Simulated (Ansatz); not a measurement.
Crystal: LuSb.

```
CELL_PARAMETERS angstrom
0.00000 3.03933 3.03933
3.03933 0.00000 3.03933
3.03933 3.03933 0.00000
ATOMIC_POSITIONS crystal
Lu 0.00000 0.00000 0.00000
Sb 0.50000 0.50000 0.50000
```

The cell is a database's computed one.

| Quantity | Value |
| --- | --- |
| Program | Ansatz 0.2.0 |
| Task | relaxation of cell and atoms |
| Functional | PBE |
| Dispersion | D3(BJ) |
| Potentials or basis | all-electron LAPW, scalar-relativistic |
| Basis error allowed | 0.001 eV/atom |
| k mesh | 8 × 8 × 8 |
| Occupations | fermi-dirac, width 0.05 eV |
| Spin | no spin polarisation |

At the start: volume 28.08 Å³/atom.

**Question.** Where does the relaxation end?

**Answer.** Over 5 steps the energy falls by 5.9 meV/atom and the volume is 27.18 Å³/atom (-3.2 %); space group Fm-3m (No. 225, to 0.05 Å).

Step by step:
```tsv
step	energy change (eV)	largest force (eV/Å)	volume (Å³)
1	0.0000	0.0000	56.15
2	-0.0041	0.0000	52.96
3	-0.0119	0.0000	54.42
4	-0.0119	0.0000	54.35
5	-0.0119	0.0000	54.35
```

Final structure:
```
Lu Sb
1.0
     0.00000    3.00653    3.00653
     3.00653    0.00000    3.00653
     3.00653    3.00653    0.00000
Lu Sb
1 1
Direct
  0.00000 0.00000 0.00000
  0.50000 0.50000 0.50000
```
